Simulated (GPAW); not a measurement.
Crystal: GaF.

```xyz
2
Lattice="0.0000 2.8462 2.8462 2.8462 0.0000 2.8462 2.8462 2.8462 0.0000" Properties=species:S:1:pos:R:3 pbc="T T T"
Ga    1.4231    1.4231    1.4231
F     0.0000    0.0000    0.0000
```

The cell was built by a generator and needn't be a form met in nature.

| Property | Result |
| --- | --- |
| Program | GPAW 26.7.0 |
| Task | relaxation of cell and atoms |
| Functional | revPBE |
| Dispersion | D3 |
| Potentials or basis | the program's PAW data sets (release 1.2.1) made for this functional |
| Cutoff | 800 eV |
| Basis | pw |
| k mesh | 8 × 8 × 8 |
| Occupations | fermi-dirac, width 0.05 eV |
| Spin | no spin polarisation |

At the start: pressure 6.0 GPa; volume 23.06 Å³/atom.

Q: How do energy, volume and symmetry change on relaxing?

A: Over 8 steps the energy falls by 44.1 meV/atom and the volume is 24.92 Å³/atom (+8.1 %); space group F-43m (No. 216, to 0.05 Å).

Step by step:
```csv
step,energy change (eV),largest force (eV/Å),pressure (GPa),volume (Å³)
1,0.0000,0.0000,5.98,46.12
2,-0.0340,0.0000,5.18,46.97
3,-0.0708,0.0000,-2.03,53.92
4,-0.0868,0.0000,-1.33,51.66
5,-0.0669,0.0000,2.93,48.07
6,-0.0896,0.0000,-0.56,50.46
7,-0.0890,0.0000,-0.19,50.05
8,-0.0883,0.0000,0.02,49.85
```

Final structure:
```yaml
crystal:
  lattice:
    - [0.00000, 2.92105, 2.92105]
    - [2.92105, 0.00000, 2.92105]
    - [2.92105, 2.92105, 0.00000]
  atoms:
    - { symbol: Ga, position: [0.25000, 0.25000, 0.25000] }
    - { symbol: F, position: [0.00000, 0.00000, 0.00000] }
```

Caveat: the data sets keep Ga 3d, Li 1s and Be 1s frozen, and some such compounds lay over 1.5 % in volume off other programs; later steps reuse the first step's grids.
